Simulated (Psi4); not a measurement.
# GeHF (SMILES [F][GeH]) at r2SCAN/def2-TZVP (density fitting, sweep point 5)

Aim: a single-point energy of GeHF. 

Program for the calculation: Psi4 1.11.

7 further runs of the same task are left out: 1 that didn't finish, 6 set aside as unsound or not needed.

## Step 1: The structure to begin with

The species is GeHF (3 atoms), meant as a singlet with charge 0. As SMILES, `[F][GeH]`. The shape is that of a PBE0-D4/def2-TZVP optimisation.

Bond lengths: F1–Ge2 1.757 Å, Ge2–H3 1.609 Å. Angles: F1–Ge2–H3 94.2°.

## Step 2: A single-point energy at r2SCAN/def2-TZVP (density fitting, sweep point 5)

Contents of calc.inp:

```
memory 1.6 GB

molecule {
  0 1
  F      0.672100     1.012600     0.469700
  Ge    -0.657900     0.195200    -0.335600
  H     -0.025200    -1.272700    -0.147400
  symmetry c1
}

set basis def2-TZVP
set scf_type df
set orbital_optimizer_package ooo

e_tot, wfn = energy('r2scan', return_wfn=True)
print_variables()
```

The run is started by

```bash
$ psi4 calc.inp calc.out -n 1
```

calc.out:

```text
[...]
  Running in c1 symmetry.
[...]
  Nuclear repulsion =   99.212640357430828
[...]
  Multiplicity = 1
[...]
  Nalpha       = 21
  Nbeta        = 21
[...]
    Number of basis functions: 85
[...]
   @DF-RKS iter   1: -2176.00043546772076   -2.17600e+03   3.57928e-02 ODA
[...]
   @DF-RKS iter  10: -2177.44011280709265   -9.94969e-08   2.75342e-07 Converged
[...]
    Orbital Energies [Eh]
    ---------------------
    Doubly Occupied:
       1A   -398.179717     2A    -49.617836     3A    -44.110472
       4A    -44.107749     5A    -44.106161     6A    -24.459684
       7A     -6.187812     8A     -4.346393     9A     -4.338036
      10A     -4.331448    11A     -1.172080    12A     -1.154555
      13A     -1.150227    14A     -1.149412    15A     -1.142978
      16A     -1.087111    17A     -0.500965    18A     -0.379974
      19A     -0.371560    20A     -0.356058    21A     -0.234176
[...]
  @DF-RKS Final Energy: -2177.44011280708401
   => Energetics <=
    Nuclear Repulsion Energy =             99.2126403574308284
    One-Electron Energy =               -3232.5537663252957827
    Two-Electron Energy =                1045.7333709560421084
    DFT Exchange-Correlation Energy =     -89.8323577952611600
    Empirical Dispersion Energy =           0.0000000000000000
    VV10 Nonlocal Energy =                  0.0000000000000000
    Total Energy =                      -2177.4401128070840059
[...]
 Multipole Moments:
 ------------------------------------------------------------------------------------
     Multipole            Electronic (a.u.)      Nuclear  (a.u.)        Total (a.u.)
 ------------------------------------------------------------------------------------
 L = 1.  Multiply by 2.5417464519 to convert [e a0] to [Debye]
 Dipole X            :         -2.7747649            2.1520645           -0.6227003
 Dipole Y            :          0.4557020           -0.7472827           -0.2915807
 Dipole Z            :          0.0000000           -0.0000000            0.0000000
 Magnitude           :                                                    0.6875864
[...]
```

Run time: 5.7 s. Hardware: 1 thread of Intel Xeon Platinum 8488C (Sapphire Rapids), shared host; peak memory 0.58 GiB.

## Step 3: Summary of results

At r2SCAN/def2-TZVP (density fitting, sweep point 5):

| quantity | value |
| --- | --- |
| total energy | -2177.44011 Eh |
| dipole moment | 1.75 D |
| HOMO energy | -6.37 eV |
| LUMO energy | -3.56 eV |
| HOMO–LUMO gap | 2.81 eV |
